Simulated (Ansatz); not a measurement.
Born–Oppenheimer molecular dynamics of a periodic cell of 32 atoms, Al (start crystal Al, start structure fcc, volume 1.05 times the crystal's). It starts from a structure without forces on its atoms.

Computed with DFT PBEsol, scalar-relativistic, plane waves, PAW (Ansatz). Settings: cutoff 420 eV, k mesh 2x2x2, fermi-dirac smearing 0.1 eV, no spin polarisation.

```json
{
  "ensemble": "NVT, Langevin thermostat",
  "time step": "2 fs",
  "steps asked": "100",
  "set temperature": "900 K",
  "friction": "0.02 /fs",
  "seed": "103231"
}
```

Frames 10 fs apart, positions in Å, forces in eV/Å.

Velocities at 80.0 fs (Å/ps):

```
Al -3.77 -6.81 8.88
Al -0.38 7.95 4.54
Al -0.60 -3.56 0.55
Al 5.63 2.23 6.30
Al 5.89 4.11 -6.15
Al 3.93 -8.75 7.06
Al -9.66 -7.32 -2.70
Al -7.78 -6.31 -0.38
Al 5.97 -5.48 -5.03
Al -10.84 -1.75 -10.17
Al 1.07 0.95 1.04
Al 3.00 -2.07 -1.06
Al 6.97 -4.63 0.93
Al 3.10 -1.18 -4.87
Al -2.25 -7.09 -2.49
Al -2.64 -16.83 5.25
Al 2.27 0.77 -3.21
Al 7.91 0.89 10.56
Al -6.37 1.08 6.07
Al 2.88 -3.02 -9.50
Al 2.50 1.80 0.11
Al 1.98 -3.51 8.86
Al 2.58 0.91 5.56
Al 6.03 -4.40 2.49
Al -3.38 5.93 7.39
Al -0.23 3.84 -3.63
Al -0.15 -4.45 -4.17
Al -2.78 2.52 4.46
Al 3.46 -0.20 -5.02
Al 1.46 0.79 7.19
Al 7.00 -8.12 9.81
Al -5.24 -7.88 -2.26
```

```xyz
32
Lattice="8.2328 0.0000 0.0000 0.0000 8.2328 0.0000 0.0000 0.0000 8.2328" Properties=species:S:1:pos:R:3:forces:R:3 time_fs=80.0 energy_less_start_eV=2.795 T=945
Al 4.274 0.025 0.105 -0.44 0.07 -0.15
Al 6.447 1.985 0.003 -0.72 -0.33 -0.26
Al 5.912 0.183 2.291 0.57 -0.71 -0.26
Al 0.210 -0.110 0.114 -0.43 0.17 -0.08
Al 2.026 2.000 0.156 0.18 0.05 -0.15
Al 4.046 4.141 -0.146 0.74 -0.45 0.67
Al 6.084 6.081 0.047 0.17 0.14 0.03
Al 2.230 0.268 2.345 -0.87 -0.98 -0.41
Al 4.104 2.010 2.218 0.27 0.58 -0.23
Al 6.092 3.990 2.063 -0.27 0.28 0.00
Al 4.072 -0.066 4.349 0.07 -0.16 -0.20
Al 6.035 2.141 4.365 0.17 -0.28 -0.60
Al 6.239 -0.142 6.134 -0.15 0.00 0.41
Al -0.084 4.038 0.071 0.24 0.05 -0.17
Al 1.955 6.026 0.122 0.71 0.44 0.07
Al -0.240 1.921 2.204 0.58 -0.68 -0.31
Al 2.457 4.035 2.042 -1.09 0.19 -0.64
Al 4.009 6.287 2.197 0.39 0.07 -0.49
Al -0.214 -0.229 4.022 0.64 0.30 0.04
Al 2.118 2.144 4.258 -0.24 0.03 -0.07
Al 3.914 4.247 4.082 0.94 -0.44 0.81
Al 6.137 6.077 4.064 -0.03 0.02 -0.20
Al 2.025 0.135 6.236 -0.02 -0.40 0.10
Al 4.023 1.900 6.179 0.30 0.64 0.75
Al 5.874 4.200 5.992 0.49 0.04 0.67
Al 0.139 6.099 1.969 -0.57 0.32 0.33
Al 0.206 4.000 3.551 -0.30 0.45 1.32
Al 2.069 6.083 4.058 -0.45 0.56 0.12
Al -0.008 1.928 6.038 -0.07 0.43 0.21
Al 2.042 4.133 6.469 -0.23 -0.92 -1.01
Al 3.831 6.229 6.347 0.43 0.26 -0.37
Al 0.374 6.108 6.105 -1.02 0.25 0.06
32
Lattice="8.2328 0.0000 0.0000 0.0000 8.2328 0.0000 0.0000 0.0000 8.2328" Properties=species:S:1:pos:R:3:forces:R:3 time_fs=90.0 energy_less_start_eV=2.739 T=839
Al 4.206 -0.045 0.201 -0.35 0.08 -0.45
Al 6.417 2.061 0.038 -0.56 -0.57 -0.40
Al 5.910 0.111 2.274 0.68 -0.69 -0.12
Al 0.257 -0.076 0.195 -0.50 0.24 -0.45
Al 2.091 2.010 0.082 -0.04 -0.07 0.14
Al 4.072 4.053 -0.050 0.68 -0.28 0.09
Al 6.011 6.027 0.026 0.41 0.28 0.24
Al 2.177 0.225 2.344 -0.48 -0.74 -0.41
Al 4.168 1.983 2.136 -0.16 0.38 -0.01
Al 5.982 3.973 2.005 0.27 0.42 0.29
Al 4.044 -0.085 4.338 0.19 0.00 0.11
Al 6.076 2.113 4.358 -0.03 -0.03 -0.46
Al 6.308 -0.177 6.146 -0.40 0.11 0.62
Al -0.044 4.063 0.038 -0.05 -0.10 0.05
Al 1.961 5.985 0.087 0.84 0.72 0.17
Al -0.217 1.754 2.240 0.51 0.17 -0.33
Al 2.461 4.021 1.984 -1.13 0.27 0.04
Al 4.092 6.300 2.279 0.00 -0.28 -0.57
Al -0.248 -0.238 4.058 0.74 0.04 0.01
Al 2.141 2.137 4.206 -0.07 0.07 0.07
Al 3.947 4.242 4.076 0.65 -0.46 0.75
Al 6.170 6.007 4.137 0.03 0.10 -0.44
Al 2.040 0.140 6.309 0.03 -0.61 -0.12
Al 4.089 1.883 6.215 0.24 0.50 0.53
Al 5.878 4.253 6.072 0.50 -0.52 0.47
Al 0.167 6.135 1.910 -0.63 0.08 0.74
Al 0.170 3.994 3.503 -0.33 0.29 0.89
Al 2.056 6.110 4.118 -0.32 0.29 -0.04
Al 0.029 1.942 5.994 -0.12 0.40 0.35
Al 2.044 4.109 6.512 0.06 -0.86 -1.25
Al 3.888 6.166 6.408 0.22 0.46 -0.53
Al 0.303 6.051 6.126 -0.91 0.30 0.03
32
Lattice="8.2328 0.0000 0.0000 0.0000 8.2328 0.0000 0.0000 0.0000 8.2328" Properties=species:S:1:pos:R:3:forces:R:3 time_fs=100.0 energy_less_start_eV=3.002 T=847
Al 4.148 -0.077 0.293 -0.33 -0.04 -0.79
Al 6.390 2.117 0.029 -0.30 -0.60 -0.41
Al 5.899 0.041 2.245 0.99 -0.35 0.12
Al 0.310 0.028 0.252 -0.67 -0.30 -0.74
Al 2.152 2.002 0.030 -0.13 0.03 0.42
Al 4.091 3.999 0.067 0.54 0.03 -0.82
Al 5.954 6.015 0.006 0.73 0.30 0.59
Al 2.141 0.162 2.336 -0.12 -0.65 -0.37
Al 4.204 1.983 2.056 -0.40 0.09 0.35
Al 5.913 3.959 1.985 0.79 0.63 0.55
Al 3.975 -0.150 4.321 0.49 0.38 0.47
Al 6.113 2.064 4.347 -0.11 0.02 -0.30
Al 6.375 -0.198 6.218 -0.52 0.26 0.49
Al 0.027 4.090 0.041 -0.44 -0.28 0.24
Al 2.004 6.003 0.036 0.73 0.80 0.21
Al -0.155 1.653 2.242 0.18 0.84 -0.05
Al 2.410 4.010 1.925 -1.13 0.35 0.75
Al 4.191 6.288 2.334 -0.49 -0.72 -0.62
Al -0.244 -0.259 4.071 0.60 -0.02 0.13
Al 2.164 2.095 4.145 -0.12 0.23 0.20
Al 3.981 4.210 4.103 0.15 -0.36 0.46
Al 6.202 5.939 4.192 0.10 0.37 -0.67
Al 2.048 0.111 6.400 0.14 -0.75 -0.45
Al 4.110 1.902 6.258 0.30 0.26 0.20
Al 5.877 4.299 6.111 0.58 -1.10 0.55
Al 0.214 6.129 1.883 -0.60 0.28 0.57
Al 0.107 4.033 3.460 -0.20 -0.16 0.80
Al 2.024 6.147 4.160 -0.17 -0.12 -0.01
Al 0.077 1.971 6.033 -0.18 0.29 0.20
Al 2.007 4.060 6.520 0.48 -0.41 -1.33
Al 3.975 6.134 6.442 -0.28 0.52 -0.68
Al 0.196 6.034 6.173 -0.57 0.19 -0.04
32
Lattice="8.2328 0.0000 0.0000 0.0000 8.2328 0.0000 0.0000 0.0000 8.2328" Properties=species:S:1:pos:R:3:forces:R:3 time_fs=110.0 energy_less_start_eV=3.626 T=1024
Al 4.110 -0.072 0.385 -0.41 -0.34 -1.21
Al 6.352 2.181 0.004 0.04 -0.56 -0.28
Al 5.872 -0.018 2.232 1.32 0.09 0.38
Al 0.331 0.120 0.244 -0.77 -0.84 -0.99
Al 2.162 2.030 0.016 -0.07 0.00 0.46
Al 4.142 3.982 0.152 0.13 0.29 -1.33
Al 5.923 6.007 -0.024 0.96 0.33 0.84
Al 2.109 0.061 2.369 0.05 -0.67 -0.82
Al 4.173 1.988 1.971 -0.19 0.11 0.81
Al 5.920 3.986 1.995 1.07 0.36 0.63
Al 3.885 -0.219 4.284 0.87 0.66 0.81
Al 6.151 1.971 4.323 -0.20 0.10 -0.19
Al 6.385 -0.175 6.351 -0.46 0.38 0.13
Al 0.143 4.100 0.038 -1.03 -0.40 0.58
Al 2.072 6.060 0.033 0.54 0.67 0.09
Al -0.088 1.534 2.246 -0.26 1.62 0.23
Al 2.332 4.039 1.883 -0.87 0.31 1.04
Al 4.309 6.216 2.371 -1.03 -0.82 -0.77
Al -0.213 -0.252 4.111 0.17 -0.16 0.48
Al 2.166 2.026 4.032 -0.16 0.59 0.59
Al 4.028 4.144 4.108 -0.26 -0.30 0.37
Al 6.205 5.888 4.220 0.26 0.65 -0.52
Al 2.047 0.093 6.459 0.26 -0.68 -0.69
Al 4.140 1.937 6.304 0.17 0.02 -0.07
Al 5.910 4.281 6.139 0.47 -1.22 0.51
Al 0.234 6.123 1.856 -0.66 0.51 0.32
Al 0.054 4.090 3.450 -0.02 -0.66 0.79
Al 1.930 6.217 4.144 -0.01 -0.78 0.27
Al 0.108 2.025 6.080 -0.26 0.13 -0.02
Al 1.971 4.044 6.522 0.98 0.07 -1.53
Al 4.016 6.147 6.441 -0.49 0.37 -0.80
Al 0.061 6.030 6.253 -0.14 0.15 -0.14
32
Lattice="8.2328 0.0000 0.0000 0.0000 8.2328 0.0000 0.0000 0.0000 8.2328" Properties=species:S:1:pos:R:3:forces:R:3 time_fs=120.0 energy_less_start_eV=3.718 T=1166
Al 4.093 -0.024 0.468 -0.23 -0.90 -1.59
Al 6.330 2.216 -0.012 0.22 -0.53 -0.01
Al 5.945 -0.038 2.259 0.87 -0.11 0.23
Al 0.303 0.126 0.189 -0.81 -0.98 -0.84
Al 2.126 2.052 0.043 0.04 -0.13 0.27
Al 4.175 3.987 0.193 -0.16 0.33 -1.16
Al 5.892 6.024 0.009 0.90 0.33 0.60
Al 2.092 -0.079 2.370 0.17 -0.21 -1.05
Al 4.145 1.961 1.917 0.09 0.71 1.31
Al 5.957 4.045 2.050 1.04 -0.28 0.25
Al 3.817 -0.319 4.330 1.23 0.94 0.41
Al 6.159 1.855 4.270 -0.28 0.31 0.05
Al 6.356 -0.169 6.437 -0.53 0.53 -0.03
Al 0.208 4.070 0.049 -1.05 -0.25 0.44
Al 2.177 6.138 0.036 -0.02 0.27 0.22
Al -0.009 1.502 2.209 -0.38 1.72 0.30
Al 2.251 4.111 1.873 -0.29 0.09 1.01
Al 4.362 6.117 2.347 -1.22 -0.12 -0.58
Al -0.184 -0.200 4.173 -0.14 -0.06 0.58
Al 2.175 2.007 3.926 -0.15 0.56 0.74
Al 4.087 4.068 4.122 -0.46 -0.28 0.32
Al 6.222 5.853 4.220 0.25 0.74 -0.18
Al 2.041 0.025 6.468 0.28 -0.18 -0.64
Al 4.175 2.030 6.366 -0.09 -0.38 -0.27
Al 5.947 4.207 6.179 0.37 -0.72 0.35
Al 0.216 6.104 1.854 -0.66 0.62 0.00
Al 0.038 4.087 3.462 0.16 -0.77 0.85
Al 1.809 6.319 4.152 -0.03 -1.63 0.62
Al 0.096 2.056 6.140 -0.24 0.01 -0.20
Al 2.013 4.015 6.474 0.77 0.42 -1.25
Al 4.005 6.186 6.394 -0.06 -0.05 -0.57
Al -0.099 6.039 6.359 0.39 0.01 -0.15
32
Lattice="8.2328 0.0000 0.0000 0.0000 8.2328 0.0000 0.0000 0.0000 8.2328" Properties=species:S:1:pos:R:3:forces:R:3 time_fs=130.0 energy_less_start_eV=3.915 T=1126
Al 4.056 -0.022 0.467 0.18 -0.83 -1.57
Al 6.333 2.235 0.016 0.25 -0.68 0.22
Al 6.024 -0.009 2.246 0.40 -0.43 -0.15
Al 0.266 0.095 0.094 -1.04 -0.97 -0.27
Al 2.043 2.026 0.099 0.42 -0.08 0.06
Al 4.191 3.984 0.168 -0.22 0.45 -0.67
Al 5.881 6.102 0.068 0.78 0.06 0.07
Al 2.105 -0.225 2.325 0.12 0.38 -0.89
Al 4.135 1.946 1.873 0.24 1.00 1.43
Al 5.999 4.080 2.105 0.93 -0.80 -0.15
Al 3.782 -0.415 4.365 1.37 1.27 -0.41
Al 6.180 1.734 4.256 -0.51 0.67 0.24
Al 6.268 -0.153 6.477 -0.59 0.68 -0.15
Al 0.239 4.030 0.079 -1.04 0.07 0.01
Al 2.268 6.235 0.076 -0.50 -0.32 0.26
Al 0.060 1.532 2.147 -0.34 1.31 0.25
Al 2.175 4.161 1.849 0.30 -0.03 0.99
Al 4.395 6.035 2.242 -1.41 0.45 0.09
Al -0.183 -0.136 4.228 -0.16 0.03 0.46
Al 2.187 2.026 3.840 -0.15 0.25 0.71
Al 4.146 3.994 4.190 -0.49 -0.16 0.06
Al 6.233 5.847 4.215 0.08 0.70 0.16
Al 2.041 -0.045 6.470 0.21 0.29 -0.68
Al 4.201 2.120 6.416 -0.33 -1.02 -0.34
Al 5.994 4.049 6.217 0.56 0.23 0.06
Al 0.162 6.112 1.875 -0.66 0.52 -0.18
Al 0.029 4.057 3.516 0.31 -0.64 0.81
Al 1.697 6.381 4.197 -0.08 -2.03 0.76
Al 0.071 2.054 6.209 -0.18 0.02 -0.34
Al 2.110 3.950 6.430 0.24 0.59 -0.78
Al 3.962 6.249 6.325 0.47 -0.80 0.08
Al -0.277 6.056 6.447 0.80 -0.19 -0.13
32
Lattice="8.2328 0.0000 0.0000 0.0000 8.2328 0.0000 0.0000 0.0000 8.2328" Properties=species:S:1:pos:R:3:forces:R:3 time_fs=140.0 energy_less_start_eV=4.180 T=1148
Al 4.031 -0.073 0.383 0.71 0.14 -1.20
Al 6.337 2.215 0.055 0.13 -0.74 0.33
Al 6.101 -0.026 2.182 0.16 -0.40 -0.23
Al 0.214 0.032 0.044 -0.96 -0.79 -0.25
Al 2.006 1.983 0.148 0.57 -0.04 -0.21
Al 4.142 4.019 0.137 0.06 0.50 -0.26
Al 5.896 6.199 0.154 0.90 -0.31 -0.44
Al 2.125 -0.315 2.216 -0.02 0.66 0.18
Al 4.146 1.928 1.839 0.36 0.76 1.11
Al 6.027 4.048 2.123 0.77 -0.78 -0.15
Al 3.776 -0.447 4.353 1.03 1.38 -1.18
Al 6.155 1.651 4.250 -0.80 0.93 0.20
Al 6.168 -0.134 6.510 -0.58 0.77 -0.25
Al 0.250 4.018 0.077 -1.01 0.24 -0.24
Al 2.312 6.318 0.159 -0.78 -1.19 -0.36
Al 0.101 1.571 2.050 -0.39 0.99 0.67
Al 2.097 4.178 1.860 0.66 -0.09 0.86
Al 4.376 5.968 2.133 -1.43 0.51 0.97
Al -0.234 -0.081 4.317 0.35 -0.14 0.18
Al 2.224 2.025 3.765 -0.33 -0.05 0.66
Al 4.168 3.912 4.250 -0.22 0.19 -0.22
Al 6.275 5.870 4.211 -0.32 0.48 0.09
Al 2.081 -0.107 6.457 -0.20 0.73 -0.55
Al 4.217 2.217 6.455 -0.44 -1.84 -0.29
Al 6.083 3.882 6.229 0.79 1.01 -0.25
Al 0.125 6.134 1.887 -0.74 0.26 -0.18
Al 0.035 4.041 3.592 0.22 -0.61 0.71
Al 1.591 6.338 4.239 0.17 -1.35 0.46
Al 0.037 2.072 6.243 0.05 -0.11 -0.38
Al 2.201 3.896 6.390 -0.37 0.71 -0.55
Al 3.936 6.275 6.229 0.67 -1.50 0.86
Al -0.431 6.065 6.480 1.00 -0.31 -0.11
```

Of the whole run (200 fs, mean temperature of the second half 994 K): The mean temperature of the second half is 10 % above the set value. A run of 0.2 ps of so small a system gives no equilibrium averages. Limits of this set-up: coarse k mesh.

The run took 11 min on 2 threads of Arm Neoverse V2, with other jobs on the host, peak memory 1.2 GiB.
